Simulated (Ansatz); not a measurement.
Run this with the Ansatz DFT code, driven from Python and show what comes out.

The script, `co2.py`:
```python
"""Response of CO2 to an electric field."""

from dataclasses import dataclass

import ansatz as az
import numpy as np


@dataclass(frozen=True)
class Settings:
    ecut: int = 320
    k_density: float = 2.8
    mixing_beta: float = 0.2
    tolerance: float = 1e-05
    extra_bands: int = 2
    occupations: str = "fixed"


opts = Settings()


def main() -> None:
    cell = (
        az.Lattice.from_parameters(3.949454, 3.949454, 6.028116, alpha=90, beta=90, gamma=90)
        .space_group(122, hermann_mauguin="I-42d")
        .atom("C", (0.0, 0.5, 0.25))
        .atom("O", (0.75, 0.334798, 0.375))
        .primitive()
    )

    # an insulator: whole occupations
    job = (
        cell.calculation()
        .functional(az.Functional.LDA)
        .basis(opts.ecut, xc_grid=1)
        .accuracy("medium")
        .kpoints(density=opts.k_density)
        .mixing("msr1", beta=opts.mixing_beta)
        .scf(tolerance=opts.tolerance, extra_bands=opts.extra_bands)
        .occupations(opts.occupations)
        .dielectric()
    )
    out = job.run(threads=1)
    response = out.dielectric
    eps = np.asarray(response.eps_inf)

    print(f"mean eps_inf {np.trace(eps) / 3:.3f}, fraction of exact exchange 1/eps = {3 / np.trace(eps):.3f}")
    print(np.array2string(eps, precision=3, suppress_small=True))
    for index, (site, z) in enumerate(zip(out.lattice.sites, response.zstar_e)):
        print("Born charge tensor of", site.symbol, index)
        print(np.round(z, 3) + 0.0)
    print(f"charge neutrality missed by {response.zstar_sum_residual_pre_e:.4f} e before the sum rule")


if __name__ == "__main__":
    main()
```

`python co2.py` gives:
```text
DeckWarning: basis.ecutwfc = 320 eV is below the records' recommended 420 eV, and the density's cutoff is lower with it unless basis.ecutrho_ratio is high enough to keep the records' density cutoff: compare with a run at a higher cutoff
mean eps_inf 3.220, fraction of exact exchange 1/eps = 0.311
[[3.221 0.    0.   ]
 [0.    3.221 0.   ]
 [0.    0.    3.218]]
Born charge tensor of C 0
[[ 2.938  0.769  0.   ]
 [-0.769  2.938  0.   ]
 [ 0.     0.     2.894]]
Born charge tensor of C 1
[[ 2.938 -0.769  0.   ]
 [ 0.769  2.938  0.   ]
 [ 0.     0.     2.894]]
Born charge tensor of O 2
[[-2.     0.     0.88 ]
 [ 0.    -0.937  0.   ]
 [ 0.751  0.    -1.447]]
Born charge tensor of O 3
[[-0.937  0.     0.   ]
 [ 0.    -2.    -0.88 ]
 [ 0.    -0.751 -1.447]]
Born charge tensor of O 4
[[-2.     0.    -0.88 ]
 [ 0.    -0.937  0.   ]
 [-0.751  0.    -1.447]]
Born charge tensor of O 5
[[-0.937  0.     0.   ]
 [ 0.    -2.     0.88 ]
 [ 0.     0.751 -1.447]]
charge neutrality missed by 0.0277 e before the sum rule
```
(Warnings from the package without file and line.)

Reading the output:
- These settings explore the input space; cutoff and mesh may be short of convergence.
- The cutoff lies under the one recommended for these potentials.
- The Fermi level of a run with fixed occupations marks the highest occupied state on its mesh, not mid-gap.
- Averages over directions belong to no single polarisation, least of all in layered crystals.
- Pressure is positive in compression.
- The structure comes from a database of computed cells and needn't be a stable or known phase.
- This is the electronic (clamped-ion) response; a semilocal gap that is too small tends to raise it. The typed mesh is that of the SCF; the response is solved on denser meshes that the run picks.
- The whole script took 39 s on 1 thread of Arm Neoverse V1 (shared host), peak memory 0.63 GiB.
